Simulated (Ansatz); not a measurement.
# CH₇GaInN: one species, many methods

An exercise on one series of results from a longer session: the logs are not shown, and one member is left open.

The runs use Ansatz 0.2.0, Gaussian basis; functionals in def2-TZVPP, the program's frozen cores in correlated methods.

The runs, in order: LDA (SPW92), PBE-D4, revPBE-D4, BLYP-D4, r2SCAN-D4, B97M-V, PBE0-D4, B3LYP-D4, r2SCANh-D4, r2SCAN0-D4, HSE06-D4, BHLYP-D4, CAM-B3LYP-D4, LC-ωPBE, ωB97X-V, ωB97M-V, B2PLYP, PBE-QIDH; CCSD(T)/def2-SVP; CCSD(T)/def2-TZVPP; MP2/def2-QZVPP; extrapolation to the limit; RPA on PBE.

## The geometry

An earlier PBE0-D4 in a triple-zeta def2 set relaxation fixed the geometry. In takes the def2 core potential; no spin-orbit term is included.

11 atoms, charge 0, spin multiplicity 1.

Atoms are counted from 1 here; the program's logs count them from 0.

Bond lengths: C1–N2 1.441 Å, C1–H5 1.097 Å, C1–H6 1.097 Å, C1–H7 1.094 Å, N2–Ga3 1.824 Å, N2–H8 1.009 Å, Ga3–In4 2.613 Å, Ga3–H9 1.575 Å, In4–H10 1.736 Å, In4–H11 1.736 Å. Angles: N2–C1–H5 112.6°, N2–C1–H6 112.6°, N2–C1–H7 109.9°, H5–C1–H6 107.6°, H5–C1–H7 106.9°, H6–C1–H7 106.9°, C1–N2–Ga3 128.6°, C1–N2–H8 112.9°, Ga3–N2–H8 118.5°, N2–Ga3–In4 117.7°, N2–Ga3–H9 113.0°, In4–Ga3–H9 129.3°, Ga3–In4–H10 122.6°, Ga3–In4–H11 122.5°, H10–In4–H11 114.9°.

The first run:

Contents of in.yaml:

```yaml
crystal:
  periodic: [false, false, false]
  atoms:
    - {symbol: C, position_ang: [-0.873544, 1.525874, -0.095270]}
    - {symbol: N, position_ang: [0.124226, 1.075371, 0.841092]}
    - {symbol: Ga, position_ang: [0.998854, -0.524533, 0.889174]}
    - {symbol: In, position_ang: [0.415580, -2.284525, -0.952707]}
    - {symbol: H, position_ang: [-0.558497, 2.418347, -0.650559]}
    - {symbol: H, position_ang: [-1.831452, 1.756264, 0.387842]}
    - {symbol: H, position_ang: [-1.070409, 0.743716, -0.835129]}
    - {symbol: H, position_ang: [0.339368, 1.763637, 1.546391]}
    - {symbol: H, position_ang: [2.024361, -0.630169, 2.080011]}
    - {symbol: H, position_ang: [1.266869, -2.373518, -2.462817]}
    - {symbol: H, position_ang: [-0.835346, -3.470474, -0.748039]}
basis:
  gaussian: {orbitals: def2-TZVPP}
hamiltonian: {xc: lda}
output: {orbitals: {seedname: orbitals}}
```

Command:

```sh
$ ansatz run in.yaml --threads 4 --pin off --events-out ev --progress --plain --max-ram 10444MiB
```

Among the steps run: LDA; PBE-D4 (GGA); revPBE-D4 (GGA); BLYP-D4 (GGA); r2SCAN-D4 (meta-GGA); B97M-V (meta-GGA); B3LYP-D4 (hybrid); r2SCANh-D4 (hybrid); r2SCAN0-D4 (hybrid); HSE06-D4 (hybrid); BHLYP-D4 (hybrid); CAM-B3LYP-D4 (range-separated); LC-ωPBE (range-separated); ωB97X-V (range-separated); ωB97M-V (range-separated); B2PLYP (double hybrid); PBE-QIDH (double hybrid).

One table of the session follows, with a row left open; its other results are not shown here.

It belongs to the step «Orbital energies across the functionals». 

```
  functional  HOMO (eV)  LUMO (eV)  gap (eV)
 LDA (SPW92)      -5.70      -3.01      2.69
      PBE-D4      -5.55      -2.74      2.81
   revPBE-D4      -5.48      -2.61      2.88
     BLYP-D4      -5.44      -2.68      2.76
   r2SCAN-D4      -5.76      -2.51      3.26
      B97M-V      -5.85      -2.78      3.07
     PBE0-D4      -6.76      -2.03      4.73
    B3LYP-D4      -6.56      -2.27      4.29
  r2SCANh-D4      -6.22      -2.26      3.96
  r2SCAN0-D4      -6.93      -1.90      5.02
    HSE06-D4      -6.36      -2.39      3.97
    BHLYP-D4      -7.72      -1.36      6.36
CAM-B3LYP-D4      -8.04      -1.19      6.85
     LC-ωPBE      -9.30      -0.09      9.21
     ωB97X-V          ?          ?         ?
     ωB97M-V      -8.83      -0.49      8.34
```

**Question.** Estimate the row for ωB97X-V.

As computed: HOMO (eV): -8.99; LUMO (eV): -0.24; gap (eV): 8.75. In the column «HOMO (eV)» it lies between LC-ωPBE (-9.30) and ωB97M-V (-8.83).
